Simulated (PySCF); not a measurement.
# B₂ClH₄N: electronic excitations at several levels of theory, part 1 of 2

Aim: compute the electronic excitations of B₂ClH₄N (`BNBCl`) at several levels, and see how far they spread and what each costs.

Programs: PySCF 2.14.0, with density-fitted response routines of our own. Each step states its level of theory. These are calculated values for one molecule in the gas phase, unless marked as measured. Atoms are numbered from 0 throughout.

### Step 1. The molecule as given

8 atoms, charge 0, multiplicity 1; geometry from: PBE0-D3(BJ)/def2-SVP.

Bonds of the start (Å): B0–N1 1.42, N1–B2 1.42, B2–Cl3 1.76, B0–H4 1.21, B0–H5 1.21, N1–H6 1.02, B2–H7 1.20.

### Step 2. Ultraviolet spectrum: wB97X-D/def2-SVPD

What the job is given:

```
{"job": {"kind": "uv", "xc": "wB97X-D", "basis": "def2-SVPD", "ip": true}, "charge": 0, "multiplicity": 1}
B     -1.172227     0.678341    -0.000904
N      0.089822     0.089408    -0.267463
B      1.270038     0.300669     0.488167
Cl     2.760882    -0.511530     0.022139
H     -2.105277     0.419359    -0.722698
H     -1.282471     1.421947     0.942256
H      0.163171    -0.535586    -1.066259
H      1.274662     1.024673     1.446481
```

With the program's defaults for keys left out, this is: TDDFT wB97X-D/def2-SVPD, vertical, gas phase, core orbitals frozen in the response.

On the command line:

```sh
> OMP_NUM_THREADS=1 python probes_run.py task.json out
```

One launch serves the whole session: the jobs run in the order shown.

The program printed:

```text
coarse grid: 7344 points
cycle   1  E = -566.8192148258  dE =  2.841e-01  |g| = 3.372e-01  |ddm| = 3.604e+00
cycle   2  E = -566.8371521866  dE = -1.794e-02  |g| = 2.764e-01  |ddm| = 1.040e+00
cycle   3  E = -566.8534428564  dE = -1.629e-02  |g| = 3.741e-02  |ddm| = 4.052e-01
cycle   4  E = -566.8538033044  dE = -3.604e-04  |g| = 2.019e-02  |ddm| = 1.025e-01
cycle   5  E = -566.8539075679  dE = -1.043e-04  |g| = 3.117e-03  |ddm| = 3.679e-02
cycle   6  E = -566.8539108172  dE = -3.249e-06  |g| = 7.135e-04  |ddm| = 9.848e-03
final grid: 66648 points
cycle   7  E = -566.9175285173  dE = -3.918e-05  |g| = 6.453e-03  |ddm| = 1.181e-01
cycle   8  E = -566.9175286488  dE = -1.315e-07  |g| = 6.653e-03  |ddm| = 2.392e-02
cycle   9  E = -566.9175377779  dE = -9.129e-06  |g| = 3.952e-04  |ddm| = 5.276e-03
cycle  10  E = -566.9175378382  dE = -6.029e-08  |g| = 1.560e-04  |ddm| = 1.965e-03
cycle  11  E = -566.9175378470  dE = -8.765e-09  |g| = 2.222e-05  |ddm| = 6.367e-04
cycle  12  E = -566.9175378474  dE = -3.768e-10  |g| = 9.314e-06  |ddm| = 9.821e-05
converged SCF energy = -566.9175378474

Static polarisability (au): isotropic 51.699, principal 37.832 48.036 69.231

Singlet excitations
state   eV       nm        f      main configurations
  1   6.4762    191.4   0.00230   H->L 0.64, H-2->L 0.23
  2   6.6308    187.0   0.00046   H-2->L 0.66, H->L 0.21
  3   7.1277    173.9   0.40431   H-1->L 0.90
  4   7.9613    155.7   0.00093   H-4->L 0.91
  5   8.4426    146.9   0.02637   H-3->L 0.74, H-1->L+2 0.17
  6   8.6226    143.8   0.00752   H->L+2 0.48, H-5->L 0.26, H-2->L+2 0.12
  7   8.7251    142.1   0.05308   H->L+1 0.66, H->L+3 0.21
  8   8.7808    141.2   0.00506   H-2->L+2 0.48, H-1->L+1 0.28
  9   8.8285    140.4   0.00392   H-1->L+1 0.52, H-2->L+2 0.23
 10   9.0619    136.8   0.02158   H-5->L 0.40, H->L+2 0.28, H-4->L+2 0.17

Triplet excitations (Tamm-Dancoff, eV): 6.0281 6.1461 6.2477 7.2394
Vertical ionisation energy (delta-SCF) = 11.5968 eV
```

Run time: 44 s. Hardware: 1 thread of Arm Neoverse V1, shared host; peak memory 0.54 GiB.

The orbitals next to the gap, with their largest atomic shares:

| orbital | eV | atoms |
| --- | --- | --- |
| HOMO−3 | -12.62 | Cl3 36 %, N1 34 %, B2 17 % |
| HOMO−2 | -11.50 | B0 41 %, H4 22 %, H5 21 % |
| HOMO−1 | -11.16 | Cl3 50 %, N1 31 %, B2 9 % |
| HOMO | -10.93 | Cl3 72 %, B2 14 %, H7 8 % |
| LUMO | 0.45 | B0 33 %, B2 26 %, N1 15 % |
| LUMO+1 | 1.89 | B2 38 %, B0 35 %, Cl3 12 % |
| LUMO+2 | 2.05 | B2 26 %, B0 21 %, N1 20 % |

With each of the 10 states as a Gaussian band of 0.4 eV half-width at 1/e, the curve within the window shown has maxima at 174 nm (ε 16,000), 142 nm (ε 3,900) L/(mol cm). Beyond the last state computed it falls off for lack of states. The curve at chosen wavelengths:

(nm, ε (L/mol/cm)): (132, 735), (135, 1771), (138, 3024), (141, 3815), (144, 3625), (148, 2269), (151, 1240), (154, 651), (157, 711), (160, 1799), (163, 4429), (166, 8583), (169, 13075), (173, 16335), (176, 15390), (179, 12204), (182, 8298), (185, 4929), (188, 2611), (191, 1266), (194, 582), (198, 205), (201, 98), (204, 49), (207, 25), (210, 13)

Ground-state properties from the same run:

| property | computed |
| --- | --- |
| dipole moment (D) | 1.07 |
| polarisability (Å³) | 7.66 |
| HOMO–LUMO gap (eV) | 11.38 |
| −ε(HOMO) (eV) | 10.93 |

### Step 3. Ultraviolet spectrum: LC-wPBE/def2-SVPD

Same as in step 2 but for these lines:

```diff
@@ -1,2 +1,2 @@
-{"job": {"kind": "uv", "xc": "wB97X-D", "basis": "def2-SVPD", "ip": true}, "charge": 0, "multiplicity": 1}
+{"job": {"kind": "uv", "xc": "LC-wPBE", "basis": "def2-SVPD", "ip": true}, "charge": 0, "multiplicity": 1}
 B     -1.172227     0.678341    -0.000904
```

Level: TDDFT LC-wPBE/def2-SVPD, vertical, gas phase, core orbitals frozen in the response.

The program printed:

```text
coarse grid: 7344 points
cycle   1  E = -566.6236243001  dE =  3.413e-01  |g| = 3.478e-01  |ddm| = 3.766e+00
cycle   2  E = -566.6526131977  dE = -2.899e-02  |g| = 2.247e-01  |ddm| = 8.939e-01
cycle   3  E = -566.6638391471  dE = -1.123e-02  |g| = 4.236e-02  |ddm| = 3.903e-01
cycle   4  E = -566.6643705633  dE = -5.314e-04  |g| = 1.971e-02  |ddm| = 9.300e-02
cycle   5  E = -566.6644696550  dE = -9.909e-05  |g| = 3.261e-03  |ddm| = 2.915e-02
cycle   6  E = -566.6644738076  dE = -4.153e-06  |g| = 7.235e-04  |ddm| = 1.017e-02
final grid: 66648 points
cycle   7  E = -566.7448654992  dE = -1.627e-05  |g| = 4.070e-03  |ddm| = 6.161e-02
cycle   8  E = -566.7448660351  dE = -5.359e-07  |g| = 3.985e-03  |ddm| = 9.471e-03
cycle   9  E = -566.7448692793  dE = -3.244e-06  |g| = 1.725e-04  |ddm| = 3.051e-03
cycle  10  E = -566.7448692948  dE = -1.543e-08  |g| = 7.881e-05  |ddm| = 5.627e-04
cycle  11  E = -566.7448692978  dE = -3.018e-09  |g| = 2.115e-05  |ddm| = 2.401e-04
cycle  12  E = -566.7448692981  dE = -3.135e-10  |g| = 6.635e-06  |ddm| = 6.893e-05
converged SCF energy = -566.7448692981

Static polarisability (au): isotropic 50.627, principal 37.022 46.976 67.884

Singlet excitations
state   eV       nm        f      main configurations
  1   6.5722    188.6   0.00110   H-2->L 0.60, H->L 0.23, H-2->L+3 0.11
  2   6.7975    182.4   0.00239   H->L 0.55, H-2->L 0.22, H->L+3 0.16
  3   7.2983    169.9   0.42096   H-1->L 0.86
  4   8.1137    152.8   0.00197   H-3->L 0.84
  5   8.7356    141.9   0.02101   H-4->L 0.65, H-1->L+3 0.24
  6   8.9410    138.7   0.03486   H-5->L 0.62, H-3->L+3 0.16, H->L+3 0.11
  7   9.1167    136.0   0.05039   H->L+1 0.54, H->L+2 0.26
  8   9.2304    134.3   0.00038   H-1->L+1 0.69, H-1->L+4 0.10
  9   9.3187    133.0   0.00291   H-2->L+3 0.63, H-2->L 0.12, H-6->L 0.09
 10   9.5997    129.2   0.01200   H-2->L+1 0.34, H-1->L+3 0.21, H-2->L+2 0.12

Triplet excitations (Tamm-Dancoff, eV): 5.8401 6.1737 6.3156 7.3727
Vertical ionisation energy (delta-SCF) = 11.7758 eV
```

Run time: 56 s. Hardware: 1 thread of Arm Neoverse V1, shared host; peak memory 0.53 GiB.

In short: HOMO -11.86 eV, LUMO 0.83 eV; lowest singlet 6.57 eV.

### Step 4. Excited states and response: PBE0/6-31G*

Same as in step 3 but for these lines:

```diff
@@ -1,2 +1,2 @@
-{"job": {"kind": "uv", "xc": "LC-wPBE", "basis": "def2-SVPD", "ip": true}, "charge": 0, "multiplicity": 1}
+{"job": {"kind": "uv", "xc": "PBE0", "basis": "6-31G*"}, "charge": 0, "multiplicity": 1}
 B     -1.172227     0.678341    -0.000904
```

Method: TDDFT PBE0/6-31G*, vertical, gas phase, core orbitals frozen in the response.

The program printed:

```text
coarse grid: 7344 points
cycle   1  E = -566.8497933000  dE =  2.228e-01  |g| = 3.074e-01  |ddm| = 2.502e+00
cycle   2  E = -566.8472254709  dE =  2.568e-03  |g| = 3.461e-01  |ddm| = 5.653e-01
cycle   3  E = -566.8738501227  dE = -2.662e-02  |g| = 5.390e-02  |ddm| = 2.837e-01
cycle   4  E = -566.8745263552  dE = -6.762e-04  |g| = 1.443e-02  |ddm| = 6.221e-02
cycle   5  E = -566.8745773531  dE = -5.100e-05  |g| = 5.177e-03  |ddm| = 2.144e-02
cycle   6  E = -566.8745851422  dE = -7.789e-06  |g| = 6.118e-04  |ddm| = 6.588e-03
final grid: 66648 points
cycle   7  E = -566.8443582149  dE = -1.095e-05  |g| = 5.264e-03  |ddm| = 1.358e-02
cycle   8  E = -566.8443527783  dE =  5.437e-06  |g| = 7.389e-03  |ddm| = 9.658e-03
cycle   9  E = -566.8443649168  dE = -1.214e-05  |g| = 5.400e-04  |ddm| = 5.389e-03
cycle  10  E = -566.8443650031  dE = -8.623e-08  |g| = 6.517e-05  |ddm| = 6.768e-04
cycle  11  E = -566.8443650041  dE = -1.009e-09  |g| = 1.866e-05  |ddm| = 7.553e-05
cycle  12  E = -566.8443650042  dE = -7.572e-11  |g| = 8.797e-06  |ddm| = 2.383e-05
converged SCF energy = -566.8443650042

Static polarisability (au): isotropic 40.871, principal 21.538 37.322 63.754

Singlet excitations
state   eV       nm        f      main configurations
  1   6.2294    199.0   0.00235   H->L 0.93
  2   6.5143    190.3   0.00027   H-2->L 0.93
  3   6.9933    177.3   0.37357   H-1->L 0.98
  4   7.7530    159.9   0.00047   H-4->L 0.98
  5   8.2868    149.6   0.05005   H-3->L 0.97
  6   8.3337    148.8   0.00014   H->L+1 0.89
  7   8.6188    143.9   0.00071   H-2->L+1 0.88
  8   8.7962    141.0   0.03520   H-5->L 0.85
  9   9.0216    137.4   0.00178   H-1->L+1 0.94
 10   9.7353    127.4   0.00033   H-4->L+1 0.68, H-6->L 0.13, H-1->L+2 0.12

Triplet excitations (Tamm-Dancoff, eV): 5.8695 5.8732 5.9990 7.0245
```

Wall time 3.7 s (1 thread of Arm Neoverse V1, shared host); peak memory 0.37 GiB.

In short: HOMO -8.89 eV, LUMO -1.17 eV; lowest singlet 6.23 eV.

### Step 5. Ultraviolet spectrum: PBE0/def2-SVP

Same as in step 4 but for these lines:

```diff
@@ -1,2 +1,2 @@
-{"job": {"kind": "uv", "xc": "PBE0", "basis": "6-31G*"}, "charge": 0, "multiplicity": 1}
+{"job": {"kind": "uv", "xc": "PBE0", "basis": "def2-SVP"}, "charge": 0, "multiplicity": 1}
 B     -1.172227     0.678341    -0.000904
```

Level: TDDFT PBE0/def2-SVP, vertical, gas phase, core orbitals frozen in the response.

The program printed:

```text
coarse grid: 7344 points
cycle   1  E = -566.5674247733  dE =  1.880e-01  |g| = 2.941e-01  |ddm| = 2.773e+00
cycle   2  E = -566.5647840238  dE =  2.641e-03  |g| = 3.331e-01  |ddm| = 5.579e-01
cycle   3  E = -566.5888164416  dE = -2.403e-02  |g| = 5.191e-02  |ddm| = 2.756e-01
cycle   4  E = -566.5894241982  dE = -6.078e-04  |g| = 1.555e-02  |ddm| = 5.905e-02
cycle   5  E = -566.5894796381  dE = -5.544e-05  |g| = 5.199e-03  |ddm| = 2.046e-02
cycle   6  E = -566.5894874981  dE = -7.860e-06  |g| = 5.983e-04  |ddm| = 6.142e-03
final grid: 66648 points
cycle   7  E = -566.6473781586  dE = -1.483e-05  |g| = 5.018e-03  |ddm| = 1.467e-02
cycle   8  E = -566.6473729934  dE =  5.165e-06  |g| = 7.094e-03  |ddm| = 8.958e-03
cycle   9  E = -566.6473840675  dE = -1.107e-05  |g| = 5.285e-04  |ddm| = 4.974e-03
cycle  10  E = -566.6473841435  dE = -7.603e-08  |g| = 6.793e-05  |ddm| = 7.212e-04
cycle  11  E = -566.6473841445  dE = -9.554e-10  |g| = 3.081e-05  |ddm| = 1.018e-04
converged SCF energy = -566.6473841445

Static polarisability (au): isotropic 41.751, principal 25.136 38.153 61.963

Singlet excitations
state   eV       nm        f      main configurations
  1   6.0986    203.3   0.00255   H->L 0.94
  2   6.3841    194.2   0.00012   H-2->L 0.94
  3   6.9402    178.6   0.36170   H-1->L 0.97
  4   7.6493    162.1   0.00049   H-4->L 0.97
  5   8.1034    153.0   0.00002   H->L+1 0.93
  6   8.2050    151.1   0.05630   H-3->L 0.97
  7   8.4824    146.2   0.00007   H-2->L+1 0.94
  8   8.6912    142.7   0.03947   H-5->L 0.90
  9   8.8579    140.0   0.00046   H-1->L+1 0.93
 10   9.5238    130.2   0.00538   H-1->L+2 0.80, H-4->L+1 0.12

Triplet excitations (Tamm-Dancoff, eV): 5.7202 5.8323 5.8533 6.9279
```

Run time: 4.3 s. Hardware: 1 thread of Arm Neoverse V1, shared host; peak memory 0.4 GiB.

In short: HOMO -8.84 eV, LUMO -1.29 eV; lowest singlet 6.10 eV.

### Step 6. TDDFT and polarisability: PBE0/def2-TZVP

Same as in step 5 but for these lines:

```diff
@@ -1,2 +1,2 @@
-{"job": {"kind": "uv", "xc": "PBE0", "basis": "def2-SVP"}, "charge": 0, "multiplicity": 1}
+{"job": {"kind": "uv", "xc": "PBE0", "basis": "def2-TZVP"}, "charge": 0, "multiplicity": 1}
 B     -1.172227     0.678341    -0.000904
```

Level: TDDFT PBE0/def2-TZVP, vertical, gas phase, core orbitals frozen in the response.

The program printed:

```text
coarse grid: 7344 points
cycle   1  E = -566.9005763274  dE =  2.159e-01  |g| = 3.132e-01  |ddm| = 2.012e+00
cycle   2  E = -566.8964772838  dE =  4.099e-03  |g| = 3.668e-01  |ddm| = 4.433e-01
cycle   3  E = -566.9236968150  dE = -2.722e-02  |g| = 5.601e-02  |ddm| = 2.057e-01
cycle   4  E = -566.9243437766  dE = -6.470e-04  |g| = 2.280e-02  |ddm| = 5.347e-02
cycle   5  E = -566.9244476360  dE = -1.039e-04  |g| = 4.579e-03  |ddm| = 1.709e-02
cycle   6  E = -566.9244523665  dE = -4.730e-06  |g| = 1.770e-03  |ddm| = 4.435e-03
final grid: 66648 points
cycle   7  E = -566.9195146928  dE = -3.563e-05  |g| = 5.706e-03  |ddm| = 4.793e-02
cycle   8  E = -566.9195107976  dE =  3.895e-06  |g| = 7.049e-03  |ddm| = 6.814e-03
cycle   9  E = -566.9195207074  dE = -9.910e-06  |g| = 9.437e-04  |ddm| = 3.648e-03
cycle  10  E = -566.9195208833  dE = -1.759e-07  |g| = 1.992e-04  |ddm| = 6.840e-04
cycle  11  E = -566.9195208915  dE = -8.224e-09  |g| = 5.900e-05  |ddm| = 1.790e-04
cycle  12  E = -566.9195208925  dE = -1.003e-09  |g| = 1.242e-05  |ddm| = 5.075e-05
cycle  13  E = -566.9195208926  dE = -3.786e-11  |g| = 1.903e-06  |ddm| = 9.404e-06
converged SCF energy = -566.9195208926

Static polarisability (au): isotropic 48.929, principal 33.384 44.691 68.712

Singlet excitations
state   eV       nm        f      main configurations
  1   6.0944    203.4   0.00215   H->L 0.92
  2   6.3680    194.7   0.00001   H-2->L 0.93
  3   6.8432    181.2   0.35373   H-1->L 0.97
  4   7.6074    163.0   0.00079   H-4->L 0.97
  5   7.8929    157.1   0.00006   H->L+1 0.92
  6   8.1232    152.6   0.05177   H-3->L 0.96
  7   8.2323    150.6   0.00008   H-2->L+1 0.94
  8   8.5138    145.6   0.00012   H-1->L+1 0.91
  9   8.6327    143.6   0.02648   H-5->L 0.83
 10   8.8355    140.3   0.01497   H-1->L+2 0.90

Triplet excitations (Tamm-Dancoff, eV): 5.6982 5.8033 5.8447 6.8519
```

It took 11 s on 1 thread of Arm Neoverse V1, shared host; peak memory 0.62 GiB.

Key values: HOMO -8.98 eV, LUMO -1.41 eV; lowest singlet 6.09 eV.

(Continued in part 2 of 2.)
